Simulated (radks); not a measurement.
# Ba⁴⁺ in [Kr] 4d10 5s2 5p4: an all-electron calculation

One table from this session's results is given with a row withheld; the runs are named, their logs left out.

Method: scalar-relativistic Kohn-Sham, XLYP, spin-unpolarised, spherical densities, finite nucleus. Code: radks (a radial shooting solver on a logarithmic mesh, Libxc functionals) version 1.

## What is computed

- element: barium (Z = 56)
- charge: +4
- electrons: 52
- configuration: [Kr] 4d10 5s2 5p4
- nuclear rms radius: 4.8378 fm

The outer shells:

Ba⁴⁺
```
[Kr] core
4d [↑↓][↑↓][↑↓][↑↓][↑↓]
5s [↑↓]
5p [↑↓][↑ ][↑ ]
```

Set-up of the first run:

Input:

```text
Z 56
configuration [Kr] 4d10 5s2 5p4
relativity scalar-relativistic
functional xlyp
spin unpolarised
nucleus finite rms 4.8378 fm
c 137.035999084
```

Started as:

```bash
python run_ks.py task.json out
```

This one command runs every case of the session in turn.

One of the session's tables, all rows but one given; the rest of the session is left out.

It belongs to the step «Radial structure». From the orbitals of this run (lengths in bohr):

```
level      <r>  outermost maximum (interpolated)  90 % within  nodes
   1s  0.02558                            0.0164       0.0461      0
   2s   0.1097                            0.0929        0.170      1
   2p  0.09618                            0.0746        0.157      0
   3s   0.2920                             0.266        0.429      2
   3p   0.2899                             0.261        0.435      1
   3d   0.2666                             0.215        0.417      0
   4s   0.6733                             0.625        0.968      3
   4p   0.7146                             0.653         1.04      2
   4d        ?                                 ?            ?      ?
   5s    1.574                              1.44         2.24      4
   5p    1.781                              1.61         2.56      3
```

Estimate the missing values for 4d.

**Answer.** <r>: 0.7972; outermost maximum (interpolated): 0.694; 90 % within: 1.20; nodes: 1. In the column «<r>» it lies between 4p (0.7146) and 5s (1.574).

Limits of these values: Spin polarisation and multiplet splitting are left out.
